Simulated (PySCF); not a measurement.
# F4MoS (MoSF4): the cost of one run

Method: levels as typed in each script, gas phase, geometry from GFN2-xTB; program: PySCF 2.14.0.

**1. The system as given**

6 atoms, charge 0, spin multiplicity 1.

Bond lengths: Mo1–S2 2.149 Å, Mo1–F3 1.758 Å, Mo1–F4 1.757 Å, Mo1–F5 1.757 Å, Mo1–F6 1.758 Å. Angles: S2–Mo1–F3 101.4°, S2–Mo1–F4 101.4°, S2–Mo1–F5 101.4°, S2–Mo1–F6 101.3°, F3–Mo1–F4 87.8°, F3–Mo1–F5 157.3°, F3–Mo1–F6 87.8°, F4–Mo1–F5 87.8°, F4–Mo1–F6 157.3°, F5–Mo1–F6 87.8°.

As a file:

```xyz
6

Mo    0.23306   -0.00001    0.00040
S    -1.91575    0.00000   -0.00573
F     0.57772    1.66736    0.43625
F     0.58649    0.43418   -1.66525
F     0.58136   -1.66733   -0.43208
F     0.57258   -0.43415    1.66942
```

**2. Density, bond paths and surface potential (PBE0/def2-tzvp)**

Contents of input.py:

```python
import numpy as np
from pyscf import gto, scf, dft
from pyscf.scf import atom_ks, atom_hf
from scipy.linalg import block_diag

def solve(mol, dm0=None, hcore=None):
    mf = (dft.UKS if mol.spin else dft.RKS)(mol, xc='pbe0')
    mf.grids.level = 3
    mf = mf.density_fit(auxbasis='def2-universal-jkfit')
    mf.conv_tol, mf.max_cycle = 1e-8, 80
    if hcore is not None:
        mf.get_hcore = lambda *args: hcore
    mf.kernel(dm0)
    if not mf.converged:
        mf = mf.newton().run(mf.mo_coeff, mf.mo_occ, max_cycle=30)
    assert mf.converged, 'SCF not converged'
    return mf

mol = gto.M(atom='''
Mo     0.23306    -0.00001     0.00040
S     -1.91575     0.00000    -0.00573
F      0.57772     1.66736     0.43625
F      0.58649     0.43418    -1.66525
F      0.58136    -1.66733    -0.43208
F      0.57258    -0.43415     1.66942
''', basis='def2-tzvp', ecp={'Mo': 'def2-tzvp'}, charge=0, spin=0, verbose=4)
mf = solve(mol)
mf.analyze()
# spherically averaged free atoms, for the promolecule
atom_ks.AtomSphAverageRKS.init_guess_by_vsap = lambda self, mol=None: self.init_guess_by_minao(mol)  # core potentials
atm = atom_ks.get_atm_nrks(mol, xc='pbe0')
pro = block_diag(*[(atm[a[0]][2] * atm[a[0]][3]) @ atm[a[0]][2].T for a in mol._atom])
np.savez('result.npz', e=mf.e_tot, c=mf.mo_coeff, occ=mf.mo_occ, eps=mf.mo_energy, pro=pro, dip=mf.dip_moment(verbose=0), s2=mf.spin_square()[0])
```

Command:

```bash
$ OMP_NUM_THREADS=1 python input.py
```

What time and memory should one allow on 1 thread of Arm Neoverse V1, shared host?

About 32 s, with a peak of 0.76 GiB.
